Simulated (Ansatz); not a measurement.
Ca, space group P6_3/mmc, a relaxation of cell and ions

With the Python package of Ansatz (0.2.0).

The script reads `ca.cif`:
```cif
data_Ca
_cell_length_a 3.980000
_cell_length_b 3.980000
_cell_length_c 6.520000
_cell_angle_alpha 90.00000
_cell_angle_beta 90.00000
_cell_angle_gamma 120.00000
_symmetry_space_group_name_H-M 'P 1'
_symmetry_Int_Tables_number 1
loop_
_symmetry_equiv_pos_as_xyz
'x, y, z'
loop_
_atom_site_label
_atom_site_type_symbol
_atom_site_fract_x
_atom_site_fract_y
_atom_site_fract_z
Ca1 Ca    0.333333    0.666667    0.250000
Ca2 Ca    0.666667    0.333333    0.750000
```

Notebook, run cell by cell (the value of a cell's last expression is shown):

In [1]:
```python
import ansatz as az
from ase.data import atomic_numbers
from ase.io import read
import matplotlib.pyplot as plt
import numpy as np
import spglib
```

In [2]:
```python
XC = 'r2scan'
KMESH = (7, 7, 4)
OCCUPATIONS = 'Marzari-Vanderbilt'
WIDTH_EV = 0.1

def edges_and_angles(cell):
    cell = np.asarray(cell)
    a, b, c = np.linalg.norm(cell, axis=1)
    cosines = cell[1] @ cell[2] / (b * c), cell[0] @ cell[2] / (a * c), cell[0] @ cell[1] / (a * b)
    return (a, b, c, *np.degrees(np.arccos(cosines)))
```

In [3]:
```python
atoms = read('ca.cif')
crystal = az.Crystal.from_ase(atoms)
```

In [4]:
```python
base = (
    crystal.calculation()
    .functional(XC)
    .kpoints(*KMESH)
    .occupations(OCCUPATIONS, width=WIDTH_EV)
    .relax(fix_cell=['shape'], stress_tolerance=0.01)
)
steps = []


def collect(event):
    if event['event'] == 'relax_step':
        steps.append(event['data'])
```

In [5]:
```python
out = base.session().plan().execute(on_event=collect)
summary = out.report
```
```text
DeckWarning: the atoms were moved onto the symmetric positions of the space group found under crystal.symmetry.tolerance 1.0e-5 (fractional; no operation is sought that the atoms, as they stand in a [...]
DeckWarning: basis.ecutwfc = 500 eV, auto-derived from the records' recommended cutoffs: set by Ca (their level for a meta-GGA)
```

In [6]:
```python
type(out).__name__, type(summary).__name__
```
Out [6]:
```text
('RunOutcome', 'dict')
```

In [7]:
```python
{key: value for key, value in summary.items() if isinstance(value, (int, float)) and 'ev' in key}
```
Out [7]:
```text
{'n_hpsi_unsolved_levels': 422,
 'gap_by_band_count_ev': -0.5679537883106693,
 'fermi_energy_ev': 4.851178727739097,
 'harris_foulkes_ev': -3643.343812510741,
 'scf_correction_max_component_ev_ang': 5.259072701473412e-31,
 'free_energy_ev': -3643.3438125107427,
 'internal_energy_ev': -3643.338705600256,
 'lagrangian_ev': -3643.3438125107427,
 'energy_sigma0_ev': -3643.342110207247,
 'lagrangian_sigma0_ev': -3643.342110207247,
 'lagrangian_above_aufbau_ev': -0.004390839081388528,
 'entropy_ts_ev': 0.005106910486516788}
```

In [8]:
```python
for s in steps:
    flag = '' if s['accepted'] else '  (rejected)'
    print('step %2d  E = %.5f eV  largest force component = %.4f eV/A%s' % (s['step'], s['lagrangian_ev'], s['allowed_force_max_ev_ang'], flag))

first, last = steps[0], steps[-1]
symbols = [site.symbol for site in out.lattice.sites]
print(f'energy gained {first["lagrangian_ev"] - last["lagrangian_ev"]:.4f} eV in {len(steps) - 1} steps')
for label, vectors in (('before', first['cell_ang']), ('after', out.lattice.cell_ang)):
    print(label, 'a b c (A) {:.4f} {:.4f} {:.4f}  angles {:.2f} {:.2f} {:.2f}'.format(*edges_and_angles(vectors)), f' V = {abs(np.linalg.det(vectors)):.3f} A^3')
print('final stress xx yy zz (GPa, compression positive):', np.round(np.diag(summary['stress_gpa']), 3) + 0.0)
```
```text
step  1  E = -3643.34065 eV  largest force component = 0.0000 eV/A
step  2  E = -3643.34306 eV  largest force component = 0.0000 eV/A
step  3  E = -3643.34399 eV  largest force component = 0.0000 eV/A
step  4  E = -3643.34381 eV  largest force component = 0.0000 eV/A
energy gained 0.0032 eV in 3 steps
before a b c (A) 3.9800 3.9800 6.5200  angles 90.00 90.00 120.00  V = 89.443 A^3
after a b c (A) 3.9457 3.9457 6.4637  angles 90.00 90.00 120.00  V = 87.147 A^3
final stress xx yy zz (GPa, compression positive): [-0.273 -0.273  0.563]
```

In [9]:
```python
fig, (top, bottom) = plt.subplots(2, 1, sharex=True, figsize=(4.5, 4))
top.plot([s['lagrangian_ev'] - last['lagrangian_ev'] for s in steps], 'o-')
top.set_ylabel('E - E(final) (eV)')
bottom.semilogy([max(s['allowed_force_max_ev_ang'], 1e-6) for s in steps], 's-')
bottom.set(xlabel='step', ylabel='largest force (eV/A)')
fig.tight_layout()
fig.savefig('relax.png', dpi=100)
```

In [10]:
```python
fractions = [site.position_frac for site in out.lattice.sites]
numbers = [atomic_numbers[s] for s in symbols]
for tolerance in (1e-3, 1e-2, 1e-1):
    print(f'space group at {tolerance} A:', spglib.get_spacegroup((out.lattice.cell_ang, fractions, numbers), symprec=tolerance))
```
```text
space group at 0.001 A: P6_3/mmc (194)
space group at 0.01 A: P6_3/mmc (194)
space group at 0.1 A: P6_3/mmc (194)
```

In [11]:
```python
print('atom   start x y z (A)              end x y z (A)')
for symbol, a, b in zip(symbols, first['positions_ang'], last['positions_ang']):
    print(f'{symbol:3s}', ' '.join(f'{v:8.4f}' for v in a), '  ', ' '.join(f'{v:8.4f}' for v in b))
```
```text
atom   start x y z (A)              end x y z (A)
Ca    0.0000   2.2979   1.6300      0.0000   2.2780   1.6159
Ca    1.9900   1.1489   4.8900      1.9728   1.1390   4.8478
```

In [12]:
```python
print('relaxed fractional positions')
for site in out.lattice.sites:
    print(f'  {site.symbol:2s}', ' '.join(f'{v % 1:8.5f}' for v in np.round(site.position_frac, 5)))
```
```text
relaxed fractional positions
  Ca  0.33333  0.66667  0.25000
  Ca  0.66667  0.33333  0.75000
```

In [13]:
```python
print(f'free energy      {summary["free_energy_ev"]:.5f} eV')
print(f'per atom         {summary["free_energy_ev"] / len(out.lattice.sites):.5f} eV')
print(f'SCF iterations   {summary["n_iterations"]}  (converged: {summary["converged"]})')
```
```text
free energy      -3643.34381 eV
per atom         -1821.67191 eV
SCF iterations   6  (converged: True)
```

Notes:
- Absolute energies stand on the zero of these potentials, so only differences at equal settings mean something.
- Forces vanish by symmetry, so the ions can't move, and the end may be a saddle.
- The mesh is modest for a metal, so energies can be off by several to tens of meV an atom and pressures by half a GPa or more; differences at equal mesh fare better.
- The zero of the levels is a convention of the potentials, so an absolute Fermi energy is no work function.
- Energies along a relaxation are free energies. Rows at an unchanged volume are solved on a plane-wave basis chosen afresh for that cell, so the energy jumps there and such rows are no steps of the walk.
- These metals are very soft, so angles and axial ratios aren't settled by this mesh and stress tolerance.
- A gap by band count of zero or less means overlapping bands, a metal.
- Of the deposited cell: it was measured well above room temperature.
- This isn't the structure that Ca takes at ambient conditions.
- Levels are Kohn-Sham eigenvalues on this mesh.
- Warnings are shown shortened and without file and line.
- Hardware and time: 20 s on 1 thread of Arm Neoverse V1, with other jobs on the host, peak memory 0.66 GiB.

(Lines on the test bed's own set-up are left out of the output.)
